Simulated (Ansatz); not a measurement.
# BrClH4Si: the cost of one run

Method: RKS PBE/def2-SVP, in Ansatz 0.2.0.

### 1 Starting point

Bond lengths: Si1–Cl2 2.480 Å, Si1–H3 1.460 Å, Si1–H4 1.459 Å, Si1–H5 1.459 Å, Si1–Br6 2.610 Å, Cl2–H7 1.473 Å, Br6–H7 1.640 Å. Angles: Si1–Cl2–H7 74.0°, Cl2–Si1–H3 109.5°, Cl2–Si1–H4 109.5°, Cl2–Si1–H5 109.5°, Cl2–Si1–Br6 71.6°, H3–Si1–H4 109.5°, H3–Si1–H5 109.5°, H3–Si1–Br6 178.9°, H4–Si1–H5 109.5°, H4–Si1–Br6 70.0°, H5–Si1–Br6 70.0°, Si1–Br6–H7 68.1°, Cl2–H7–Br6 146.3°.

Coordinates:

```xyz
7

Si    0.0000    0.0000    0.0000
Cl    0.0000    0.0000    2.4800
H     1.3768    0.0000   -0.4862
H    -0.6877    1.1914   -0.4862
H    -0.6877   -1.1914   -0.4862
Br   -2.4768    0.0000    0.8230
H    -1.4158    0.0000    2.0742
```

### 2 A restrained relaxation towards end A

Springs on the bonds that form and break draw the guess towards this end; the thresholds are loose.

input.yaml reads:

```yaml
crystal:
  periodic: [false, false, false]
  atoms:
    - { symbol: Si, position_ang: [0.0, 0.0, 0.0] }
    - { symbol: Cl, position_ang: [0.0, 0.0, 2.48] }
    - { symbol: H, position_ang: [1.3768, 0.0, -0.4862] }
    - { symbol: H, position_ang: [-0.6877, 1.1914, -0.4862] }
    - { symbol: H, position_ang: [-0.6877, -1.1914, -0.4862] }
    - { symbol: Br, position_ang: [-2.4768, 0.0, 0.823] }
    - { symbol: H, position_ang: [-1.4158, 0.0, 2.0742] }
basis:
  gaussian: { orbitals: def2-SVP }
hamiltonian:
  xc: pbe
relax:
  f_tol: 0.15
  max_steps: 25
  restrain:
    - { distance: [0, 5], at: 3.51, k: 30.0 }
    - { distance: [6, 1], at: 2.57, k: 30.0 }
    - { distance: [0, 1], at: 2.13, k: 30.0 }
    - { distance: [6, 5], at: 1.55, k: 30.0 }
```

Run with:

```
> ansatz run input.yaml --threads 2 --pin off --max-ram 3072MiB --backend cpu --events-out ev --progress --plain --runs-dir out
```

What time and memory should one allow on 2 threads of Arm Neoverse V2, shared host?

About 9.2 s, with a peak of 0.13 GiB.
